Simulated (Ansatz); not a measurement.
## CsK₂TlF₆, space group Fm-3m: a single point from a YAML input, step by step

Computed with the Ansatz DFT code, driven from Python.

Input file `csk2tlf6.yaml`:
```yaml
crystal:
  lattice:
    - [0.0, 4.961233, 4.961233]
    - [4.961233, 0.0, 4.961233]
    - [4.961233, 4.961233, 0.0]
  atoms:
    - { symbol: K, position: [0.75, 0.75, 0.75] }
    - { symbol: K, position: [0.25, 0.25, 0.25] }
    - { symbol: Cs, position: [0.5, 0.5, 0.5] }
    - { symbol: Tl, position: [0.0, 0.0, 0.0] }
    - { symbol: F, position: [0.778929, 0.221071, 0.221071] }
    - { symbol: F, position: [0.221071, 0.221071, 0.778929] }
    - { symbol: F, position: [0.221071, 0.778929, 0.778929] }
    - { symbol: F, position: [0.221071, 0.778929, 0.221071] }
    - { symbol: F, position: [0.778929, 0.221071, 0.778929] }
    - { symbol: F, position: [0.778929, 0.778929, 0.221071] }
kpoints:
  mp_grid: { grid: [3, 3, 3] }
hamiltonian:
  xc: r2scan
scf:
  occupations: { method: fixed }
output:
  forces: true
```

Notebook, run cell by cell (the value of a cell's last expression is shown):

**Cell 1**
```python
import ansatz as az
import pandas as pd
```

**Cell 2**
```python
res = az.Session.from_deck("csk2tlf6.yaml").plan().execute()
summary = res.report

sorted(key for key in summary if key.endswith("_ev"))
```
Output:
```text
DeckWarning: basis.ecutwfc = 500 eV, auto-derived from the records' recommended cutoffs: set by K (their level for a meta-GGA)
['energy_sigma0_ev', 'entropy_ts_ev', 'fermi_energy_ev', 'free_energy_ev', 'gap_by_band_count_ev',
 'harris_foulkes_ev', 'internal_energy_ev', 'lagrangian_ev', 'lagrangian_sigma0_ev']
```

**Cell 3**
```python
summary["n_iterations"], summary["closed_by"]
```
Output:
```text
(7, 'deck_thresholds')
```

**Cell 4**
```python
print("%-22s %14.5f eV" % ("F = E - TS", summary["free_energy_ev"]))
print("%-22s %14.5f eV" % ("E", summary["internal_energy_ev"]))
print("%-22s %14.5f eV" % ("Harris-Foulkes", summary["harris_foulkes_ev"]))
print("%-22s %14.5f eV" % ("Fermi level", summary["fermi_energy_ev"]))

# forces, one row an atom
table = pd.DataFrame(summary["forces_ev_ang"], columns=["fx", "fy", "fz"])
table.insert(0, "atom", [site["symbol"] for site in summary["lattice"]["sites"]])
table.round(4)
```
Output:
```text
F = E - TS               -25095.48686 eV
E                        -25095.48686 eV
Harris-Foulkes           -25095.48686 eV
Fermi level                   0.21729 eV
  atom      fx      fy      fz
0    K  0.0000 -0.0000 -0.0000
1    K  0.0000 -0.0000  0.0000
2   Cs  0.0000 -0.0000  0.0000
3   Tl -0.0000  0.0000  0.0000
4    F -0.3474 -0.0000 -0.0000
5    F  0.0000  0.0000 -0.3474
6    F  0.3474 -0.0000  0.0000
7    F -0.0000 -0.3474  0.0000
8    F  0.0000  0.3474  0.0000
9    F -0.0000  0.0000  0.3474
```

**Cell 5**
```python
print("doubts on the final state:", summary["published_state_doubts"] or "none")
print("warnings:", sorted({n["data"]["kind"] for n in res.notices if n["data"].get("severity") in ("warning", "doubt")}) or "none")
```
Output:
```text
doubts on the final state: none
warnings: none
```

Absolute energies stand on the zero of these potentials, so only differences at equal settings mean something. A total without «per atom» is that of the cell as typed. Along an axis with an odd division the mesh misses the point at one half; a gap read on a finite mesh is an upper bound on this functional's gap. Spin-orbit coupling, left out here, can change this gap by several tenths of an eV, and inverted bands can meet off the mesh. An absolute Fermi energy rests on an arbitrary zero of the periodic potential and has no direct meaning. This cell is a computed structure, which may not be the phase found in nature. Levels are Kohn-Sham eigenvalues on this mesh, without spin-orbit coupling. Warnings are shown shortened and without file and line. Finished in 9.4 s on 1 thread of Arm Neoverse V2, on a shared host, peak memory 1.3 GiB.

(Lines on the test bed's own set-up are left out of the output.)
